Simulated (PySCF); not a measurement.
**SbCl: bond curves at several levels of theory**

One table from this session's results is given with a row withheld; the runs are named, their logs left out.

Method: Sb def2-TZVPP with ECP28, Cl def2-TZVPP, scalar-relativistic core potentials; program: PySCF 2.14.0.

Set-up of the first run:

Settings of the job:

```yaml
atoms: Sb, Cl
charge: 0
basis: Sb def2-TZVPP with ECP28, Cl def2-TZVPP
Hamiltonian: scalar-relativistic core potentials
basis_functions: 92
electrons_treated: 40
masses_in_u: 120.9038, 34.9689
levels: PBE0, PBE, r²SCAN, PW91, BLYP, M06-L, M06-2X, HSE06, HF, MP2, SCS-MP2, CCSD, CCSD(T)
grid: 80 radial by 434 angular points
occupations: held fixed by the projection of orbital angular momentum
dissociation_limit: Sb + Cl, each in its ground configuration
starting_distance_in_angstrom: 2.335
values_of_2S_to_try: 0, 2, 4
```

The run is started by

```bash
> OMP_NUM_THREADS=1 python dia.py task.json out
```

Steps of the session up to this table: Input; The PBE0 curve of the state that the search chose; Higher solutions at PBE0; PBE; r²SCAN (meta-GGA); PW91 (GGA); BLYP (GGA); M06-L; M06-2X; HSE06 (range-separated hybrid); UHF (mean field); Correlated methods on the Hartree–Fock reference.

One table of the session follows, with a row left open; its other results are not shown here.

It belongs to the step «Constants by level of theory». Differences from CCSD(T) in the same basis:

| level | Re (mÅ) | ωe (%) |
| --- | --- | --- |
| UHF | +6 | +0.3 |
| UHF-MP2 | -11 | +1.7 |
| UHF-SCS-MP2 | 0 | -0.1 |
| UHF-CCSD | ? | ? |
| PBE | +15 | -3.8 |
| PW91 | +14 | -3.8 |
| BLYP | +45 | -8.3 |
| r²SCAN | -2 | -0.6 |
| M06-L | +7 | -2.2 |
| PBE0 | -7 | +0.4 |
| HSE06 | -4 | -0.1 |
| M06-2X | +14 | -1.7 |

**Question.** Estimate the row for UHF-CCSD.

The run gave: Re (mÅ): -3; ωe (%): +0.9. In the column «Re (mÅ)» it lies between HSE06 (-4) and r²SCAN (-2).
